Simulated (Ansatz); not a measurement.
# SnSe2 (SnSe2, deposited cell): the cost of one run

Computed with Ansatz 0.2.0 (DFT r2SCAN, scalar-relativistic, plane waves, PAW, unless a step's input says otherwise).

**1. The structure to begin with**

Symmetry: P-3m1, No. 164, trigonal system. Conventional cell: a = 3.811 Å, b = 3.811 Å, c = 6.136 Å, α = 90.00°, β = 90.00°, γ = 120.00°. Sn (site symmetry -3m) is surrounded by 6 Se at 2.68 Å. Se (site symmetry 3m) has 3 Sn at 2.68 Å as nearest neighbours.

As a file:

```cif
data_structure
_symmetry_space_group_name_H-M 'P 1'
_symmetry_Int_Tables_number 1
_cell_length_a 3.8110
_cell_length_b 3.8110
_cell_length_c 6.1360
_cell_angle_alpha 90.000
_cell_angle_beta 90.000
_cell_angle_gamma 120.000
_cell_volume 77.18
loop_
_atom_site_label
_atom_site_type_symbol
_atom_site_fract_x
_atom_site_fract_y
_atom_site_fract_z
_atom_site_occupancy
Sn1 Sn 0.00000 0.00000 0.00000 1
Se1 Se 0.33333 0.66667 0.24900 1
Se2 Se 0.66667 0.33333 0.75100 1
```

The structure rests on an entry of the Crystallography Open Database; cell or positions may have been set otherwise for this series.

**2. Relaxing the atoms: SnSe2 (SnSe2, deposited cell), no spin**

Input file input.yaml:

```yaml
crystal:
  lattice:
    - [3.811, 0.0, 0.0]
    - [-1.9055, 3.3004228138, 0.0]
    - [0.0, 0.0, 6.136]
  atoms:
    - { symbol: Sn, position: [0.0, 0.0, 0.0] }
    - { symbol: Se, position: [0.3333333333, 0.6666666667, 0.249] }
    - { symbol: Se, position: [0.6666666667, 0.3333333333, 0.751] }
scf:
  occupations: { method: fixed }
output:
  forces: true
  stress: true
  eigenvalues: true
  write_density: true
  write_potential: true
  elf: true
  volumetric_format: npy
hamiltonian:
  xc: r2scan
basis:
  ecutwfc: 440
kpoints:
  mp_grid: { grid: [10, 10, 6] }
relax:
  f_tol: 0.001
  max_steps: 40
```

The run is started by

```bash
$ ansatz run input.yaml --threads 1 --pin off --max-ram 2867MiB --backend cpu --events-out ev --progress --plain --runs-dir out
```

**Question.** How long does this run take on 1 thread of Intel Xeon at 2.30GHz, shared host, and how much memory does it need?

About 93 s, with a peak of 0.63 GiB.
